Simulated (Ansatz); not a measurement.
Here is an Ansatz 0.2.0 calculation.

Contents of input.yaml:

```yaml
crystal:
  lattice:
    - [-2.13936, 2.13936, 5.282488]
    - [2.13936, -2.13936, 5.282488]
    - [2.13936, 2.13936, -5.282488]
  atoms:
    - { symbol: Te, position: [0.0, 0.0, 0.0] }
    - { symbol: Mg, position: [0.25, 0.75, 0.5] }
    - { symbol: Mg, position: [0.75, 0.25, 0.5] }
    - { symbol: Mg, position: [0.5, 0.5, 0.0] }
kpoints:
  mp_grid: { grid: [9, 9, 9] }
  band_path:
    path:
      - [0.0, 0.0, 0.0]
      - [-0.5, 0.5, 0.0]
      - [-0.5, 0.5, -0.0820088476]
      - [-0.2910044238, 0.2910044238, -0.2910044238]
      - [0.0, 0.0, 0.0]
      - [0.5, 0.5, -0.5]
      - [0.2910044238, 0.7089955762, -0.7089955762]
      - [0.0, 0.5, -0.5]
    npoints: 8
scf:
  occupations: { method: fermi_dirac, width: 0.05 }
hamiltonian:
  xc: lda
  pseudopotentials: { kind: all_electron, lapw: { basis_error: 0.002 } }
output:
  forces: true
  stress: true
  eigenvalues: true
```

Potentials or basis: all-electron LAPW, scalar-relativistic.

Launch:

```sh
$ ansatz run input.yaml --threads 2 --pin off --max-ram 8192MiB --backend cpu --events-out ev --progress --plain --runs-dir out
```

Q: Estimate the pressure.

A: -2.3 GPa.

Q: Predict the band gap along the path.

A: None (metal or under the smearing width).

Stress tensor (GPa, compression positive):
```
-2.36  0.00  0.00
 0.00 -2.36  0.00
 0.00  0.00 -2.06
```

Caveat: spin-orbit coupling is left out, which moves the levels of the heavy elements.
